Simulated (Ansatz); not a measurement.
# AlNH3OF (SMILES [NH2][Al]([OH])[F]) at 5 levels

We compute a comparison of 5 runs (B3LYP/6-31G*, B3LYP/cc-pVDZ, HSE06/cc-pVDZ, revPBE/cc-pVDZ) of AlNH3OF. 

The calculation is run with Ansatz 0.2.0.

126 further runs of the same task are left out: 126 set aside as unsound or not needed.

### Step 1. The structure to begin with

AlNH3OF: 7 atoms, total charge 0, spin state singlet. As SMILES, `[NH2][Al]([OH])[F]`. The Al2–F4 distance was set to 2.137 Å, away from the relaxed value.

Bond lengths: N1–Al2 1.755 Å, Al2–O3 1.685 Å, N1–H5 1.006 Å, N1–H6 1.006 Å, O3–H7 0.954 Å. Angles: N1–Al2–O3 124.9°, Al2–N1–H5 123.7°, Al2–N1–H6 125.7°, Al2–O3–H7 124.9°, H5–N1–H6 110.6°.

### Step 2. A single-point energy at B3LYP/6-31G(d) (spherical functions) (run 1)

run.yaml reads:

```yaml
crystal:
  periodic: [false, false, false]
  atoms:
    - {symbol: N, position_ang: [-0.230108, 1.284432, -0.529210]}
    - {symbol: Al, position_ang: [0.206392, -0.272368, 0.153390]}
    - {symbol: O, position_ang: [1.708092, -0.646568, 0.820590]}
    - {symbol: F, position_ang: [-1.265600, -1.822100, 0.146500]}
    - {symbol: H, position_ang: [-1.133508, 1.487832, -0.923510]}
    - {symbol: H, position_ang: [0.369292, 2.089932, -0.585110]}
    - {symbol: H, position_ang: [2.444892, -0.043368, 0.881090]}
basis:
  gaussian:
    orbitals: 6-31G_st_-spherical.json
hamiltonian:
  xc: {name: B3LYP}
accuracy: high
output: {orbitals: {seedname: orbitals}}
```

The basis set 6-31G* is read from a file made from the Basis Set Exchange's data (not shown).

Run with:

```
ansatz run run.yaml --threads 1 --pin off --max-ram 3480MiB --events-out events.jsonl --progress --plain --runs-dir runs
```

Log:

```text
Warning: RAYON_NUM_THREADS=1 ignored (pool sized by the plan → 1); use --threads N
Functional definition: B3LYP
  name "B3LYP"
  parameter a0 = 0.2
  parameter ax = 0.72
  parameter ac = 0.81
  exchange = (1 - a0 - ax)*slater_x + ax*b88_x + a0*exact_x
  correlation = (1 - ac)*vwn_rpa_c + ac*lyp_c
1388 factors; integrals over basis functions are off by at most 6.3e-9 eV
mean field evaluation 1: about -12888.4817 eV, gradient 8.5e1 eV
mean field evaluation 2: about -12861.4761 eV, gradient 1.4e2 eV
mean field evaluation 4: about -12901.7029 eV, gradient 9.0e0 eV
mean field evaluation 8: about -12901.9645 eV, gradient 2.8e-1 eV
mean field evaluation 16: about -12901.9647 eV, gradient 6.8e-6 eV
mean field -12901.96468007 eV, -474.1384567267 hartree, gradient 1.3e-8 eV, S^2 0.000000; 0 other end points of the search recorded, 0 dependent functions left out
reference -12901.96471928 eV, -474.1384581678 hartree; 20, 20 occupied and 46, 46 virtual orbitals, 1388 factors
Total energy: -12901.96471928 eV, -474.1384581678 hartree
```

It took 5.4 s on 1 thread of Arm Neoverse V1, shared host; peak memory 0.19 GiB.

### Step 3. The energy at B3LYP/6-31G(d) (Cartesian functions) (run 2)

input.yaml reads:

```yaml
crystal:
  periodic: [false, false, false]
  atoms:
    - {symbol: "N", position_ang: [-0.230108, 1.284432, -0.529210]}
    - {symbol: Al, position_ang: [0.206392, -0.272368, 0.153390]}
    - {symbol: O, position_ang: [1.708092, -0.646568, 0.820590]}
    - {symbol: F, position_ang: [-1.265600, -1.822100, 0.146500]}
    - {symbol: H, position_ang: [-1.133508, 1.487832, -0.923510]}
    - {symbol: H, position_ang: [0.369292, 2.089932, -0.585110]}
    - {symbol: H, position_ang: [2.444892, -0.043368, 0.881090]}
basis:
  gaussian: {orbitals: "6-31G*"}
total_charge: 0
hamiltonian: {xc: {name: B3LYP}}
accuracy: high
output: {orbitals: {seedname: orbitals}}
```

Run with:

```
ansatz run input.yaml --threads 1 --pin off --max-ram 3480MiB --events-out events.jsonl --progress --plain --runs-dir runs
```

Log:

```text
Warning: RAYON_NUM_THREADS=1 ignored (pool sized by the plan → 1); use --threads N
Functional definition: B3LYP
  name "B3LYP"
  parameter a0 = 0.2
  parameter ax = 0.72
  parameter ac = 0.81
  exchange = (1 - a0 - ax)*slater_x + ax*b88_x + a0*exact_x
  correlation = (1 - ac)*vwn_rpa_c + ac*lyp_c
1418 factors; integrals over basis functions are off by at most 3.3e-9 eV
mean field evaluation 1: about -12888.6881 eV, gradient 8.6e1 eV
mean field evaluation 2: about -12861.4859 eV, gradient 1.5e2 eV
mean field evaluation 4: about -12901.8814 eV, gradient 9.1e0 eV
mean field evaluation 8: about -12902.1139 eV, gradient 2.9e-1 eV
mean field evaluation 16: about -12902.1140 eV, gradient 7.1e-6 eV
mean field -12902.11402251 eV, -474.1439449602 hartree, gradient 2.0e-8 eV, S^2 0.000000; 0 other end points of the search recorded, 0 dependent functions left out
reference -12902.11406173 eV, -474.1439464014 hartree; 20, 20 occupied and 50, 50 virtual orbitals, 1418 factors
Total energy: -12902.11406173 eV, -474.1439464014 hartree
```

Wall time 5.7 s (1 thread of Arm Neoverse V1, shared host); peak memory 0.2 GiB.

Run 3 isn't shown in full; the table further down has it.

### Step 4. A single-point energy at HSE06/cc-pVDZ (run 4)

in.yaml reads:

```yaml
crystal:
  periodic: [false, false, false]
  atoms:
    - {symbol: "N", position_ang: [-0.230108, 1.284432, -0.529210]}
    - {symbol: Al, position_ang: [0.206392, -0.272368, 0.153390]}
    - {symbol: O, position_ang: [1.708092, -0.646568, 0.820590]}
    - {symbol: F, position_ang: [-1.265600, -1.822100, 0.146500]}
    - {symbol: H, position_ang: [-1.133508, 1.487832, -0.923510]}
    - {symbol: H, position_ang: [0.369292, 2.089932, -0.585110]}
    - {symbol: H, position_ang: [2.444892, -0.043368, 0.881090]}
basis:
  gaussian: {orbitals: cc-pVDZ}
hamiltonian: {xc: {name: HSE06}}
accuracy: high
output: {orbitals: {seedname: orbitals}}
```

Run with:

```
ansatz run in.yaml --threads 1 --pin off --max-ram 3480MiB --events-out events.jsonl --progress --plain --runs-dir runs
```

Log:

```text
Warning: RAYON_NUM_THREADS=1 ignored (pool sized by the plan → 1); use --threads N
Functional definition: HSE06
  name "HSE06"
  parameter a = 0.25
  parameter omega = 0.11/bohr
  exchange = pbe_x - a*pbe_x_sr(omega) + a*exact_x_sr(omega)
  correlation = pbe_c
1631 factors; integrals over basis functions are off by at most 6.4e-9 eV
93 factors; integrals over basis functions are off by at most 1.6e-9 eV
mean field evaluation 1: about -12880.3362 eV, gradient 8.1e1 eV
mean field evaluation 2: about -12856.1963 eV, gradient 1.4e2 eV
mean field evaluation 4: about -12892.1854 eV, gradient 8.5e0 eV
mean field evaluation 8: about -12892.4527 eV, gradient 2.1e-1 eV
mean field evaluation 16: about -12892.4528 eV, gradient 4.0e-5 eV
mean field -12892.45278825 eV, -473.7889011499 hartree, gradient 3.7e-8 eV, S^2 0.000000; 0 other end points of the search recorded, 0 dependent functions left out
reference -12892.45279229 eV, -473.7889012982 hartree; 20, 20 occupied and 55, 55 virtual orbitals, 1631 factors
Total energy: -12892.45279229 eV, -473.7889012982 hartree
```

It took 6 s on 1 thread of Arm Neoverse V1, shared host; peak memory 0.23 GiB.

### Step 5. The energy at revPBE/cc-pVDZ (run 5)

Edit in.yaml of step 4 so:

```diff
@@ -11,4 +11,6 @@
 basis:
-  gaussian: {orbitals: cc-pVDZ}
-hamiltonian: {xc: {name: HSE06}}
+  gaussian:
+    orbitals: cc-pVDZ
+hamiltonian:
+  xc: {name: revPBE}
 accuracy: high
```

Run with:

```
ansatz run in.yaml --threads 1 --pin off --max-ram 3480MiB --events-out events.jsonl --progress --plain --runs-dir runs
```

Log:

```text
Warning: RAYON_NUM_THREADS=1 ignored (pool sized by the plan → 1); use --threads N
Functional definition: revPBE
  name "revPBE"
  parameter kappa = 1.245
  parameter beta = 0.06672455060314922
  exchange = pbe_x(kappa = kappa, mu = beta*pi^2/3)
  correlation = pbe_c(beta = beta)
1631 factors; integrals over basis functions are off by at most 6.4e-9 eV
mean field evaluation 1: about -12883.0979 eV, gradient 9.2e1 eV
mean field evaluation 2: about -12822.8618 eV, gradient 1.9e2 eV
mean field evaluation 4: about -12898.3261 eV, gradient 1.9e1 eV
mean field evaluation 8: about -12898.9991 eV, gradient 6.9e-1 eV
mean field evaluation 16: about -12899.0000 eV, gradient 4.1e-6 eV
mean field -12898.99998776 eV, -474.0295062940 hartree, gradient 2.3e-8 eV, S^2 0.000000; 0 other end points of the search recorded, 0 dependent functions left out
reference -12898.99999272 eV, -474.0295064763 hartree; 20, 20 occupied and 55, 55 virtual orbitals, 1631 factors
Total energy: -12898.99999272 eV, -474.0295064763 hartree
```

Run time: 4.8 s. Hardware: 1 thread of Arm Neoverse V1, shared host; peak memory 0.18 GiB.

### Step 6. The series

| run | level | Cartesian functions | energy (Eh) | HOMO energy (eV) | LUMO energy (eV) | HOMO–LUMO gap (eV) | wall time |
| --- | --- | --- | --- | --- | --- | --- | --- |
| 1 | B3LYP/6-31G* (spherical functions) | no | -474.138458 | -7.51 | -1.33 | 6.18 | 5.4 s |
| 2 | B3LYP/6-31G* (Cartesian functions) | yes | -474.143946 | -7.52 | -1.35 | 6.17 | 5.7 s |
| 3 | B3LYP/cc-pVDZ | no | -474.180786 | -7.61 | -1.38 | 6.22 | 6 s |
| 4 | HSE06/cc-pVDZ | no | -473.788901 | -7.52 | -1.49 | 6.02 | 6 s |
| 5 | revPBE/cc-pVDZ | no | -474.029506 | -6.28 | -1.89 | 4.39 | 4.8 s |

### Step 7. Results

```
            quantity          value
 run 5: total energy  -474.02951 Eh
  run 5: HOMO energy       -6.28 eV
  run 5: LUMO energy       -1.89 eV
run 5: HOMO–LUMO gap        4.39 eV
```

**Reading.** The HOMO–LUMO gap runs from 4.39 eV (revPBE/cc-pVDZ) to 6.22 eV (B3LYP/cc-pVDZ). Totals of different functionals can't be ranked against each other. All runs together took 28 s, the longest 6 s.
